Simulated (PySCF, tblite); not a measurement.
# C5H11ClSSi2: geometry, infrared bands and NMR shifts

Wanted: the infrared bands and NMR shifts of C5H11ClSSi2 (`CC(=S)C/C=C(\Cl)[SiH2][SiH3]`), by calculation.

The runs use tblite 0.8.0 and PySCF 2.14.0, with density-fitted response routines of our own; the level of theory stands in each step. All values are computed, except where a source is named. Atoms are numbered from 0 throughout.

## (1) The molecule as given

20 atoms, charge 0, multiplicity 1; geometry from: force field or distance geometry start.

Bonds of the start (Å): C0–C1 1.50, C1–S2 1.67, C1–C3 1.52, C3–C4 1.50, C4–C5 1.34, C5–Cl6 1.75, C5–Si7 1.89, Si7–Si8 2.30, C0–H9 1.10, C0–H10 1.09, C0–H11 1.10, C3–H12 1.11, C3–H13 1.10, C4–H14 1.09, Si7–H15 1.48, Si7–H16 1.49, Si8–H17 1.49, Si8–H18 1.49, Si8–H19 1.49.

## (2) Relaxing the molecule with GFN2-xTB

What the job is given:

```
{"job": {"kind": "relax", "xc": "GFN2-xTB", "basis": "xTB"}, "charge": 0, "multiplicity": 1}
C     -2.658600     0.684700    -0.109900
C     -2.314700    -0.610800    -0.793300
S     -2.723000    -0.896800    -2.384400
C     -1.499200    -1.625400    -0.006400
C     -0.045000    -1.245300    -0.018600
C      0.678400    -0.694900     0.965600
Cl    -0.064600    -0.330100     2.509500
Si     2.516300    -0.288200     0.750300
Si     2.749800     1.994000     0.588500
H     -3.040100     0.483500     0.905300
H     -1.777600     1.314400    -0.040000
H     -3.445500     1.231900    -0.652200
H     -1.909200    -1.689900     1.026700
H     -1.603100    -2.636200    -0.430600
H      0.439600    -1.454100    -0.976600
H      3.002800    -0.951400    -0.483200
H      3.288500    -0.831800     1.897900
H      2.279100     2.664400     1.830900
H      1.945500     2.527200    -0.547000
H      4.175200     2.365600     0.370500
```

Command:

```sh
> OMP_NUM_THREADS=1 python probes_run.py task.json out
```

The driver reads the jobs from task.json and runs them one after another.

**Question.** This job is followed by: GFN2-xTB harmonic vibrations, gas phase; GIAO PBE0/pcSseg-1 NMR shielding, non-relativistic, gas phase. Predict these results of the whole session: strongest single infrared mode (GFN2-xTB); zero-point energy (GFN2-xTB); 13C shifts against TMS (PBE0/pcSseg-1); 1H shifts against TMS (PBE0/pcSseg-1, means over atoms taken as alike); 33S shifts against CS2 (PBE0/pcSseg-1); 35Cl shifts against HCl (PBE0/pcSseg-1); 29Si shifts against TMS (PBE0/pcSseg-1).

**Answer**, as computed:

| quantity | value |
| --- | --- |
| strongest single infrared mode (GFN2-xTB) | 670 cm⁻¹, 613 km/mol |
| zero-point energy (GFN2-xTB) | 84.3 kcal/mol |
| 13C shifts against TMS (PBE0/pcSseg-1) | 271.6, 147.6, 144.5, 57.7, 43.4 ppm |
| 1H shifts against TMS (PBE0/pcSseg-1, means over atoms taken as alike) | 6.25, 4.42, 4.34, 3.56, 3.09 ppm |
| 33S shifts against CS2 (PBE0/pcSseg-1) | 1014 ppm |
| 35Cl shifts against HCl (PBE0/pcSseg-1) | 234 ppm |
| 29Si shifts against TMS (PBE0/pcSseg-1) | -64.5, -116.5 ppm |

What this shows: Over 109 steps the energy fell by 0.194 eV; of the close pairs, C1–S2 changed most, 1.667 to 1.624 Å. All 54 modes are real, so the xTB geometry is a minimum. The strongest single mode, at 670 cm⁻¹, moves mainly H15 and H16. Unscaled tight-binding wavenumbers are off by several per cent, some by more. Its intensities can rank the bands wrongly. The most deshielded carbon is C1 (thiocarbonyl carbon), at 271.6 ppm: the small n→π* gap of C=S deshields it strongly. H14 (hydrogen on an alkene CH) lies farthest downfield among hydrogen, at 6.25 ppm; attached to an sp2 carbon and in the plane of the double bond. At PBE0/pcSseg-1: Shielding is most anisotropic at S2 (span 2225 ppm, paramagnetic term -1567 ppm).
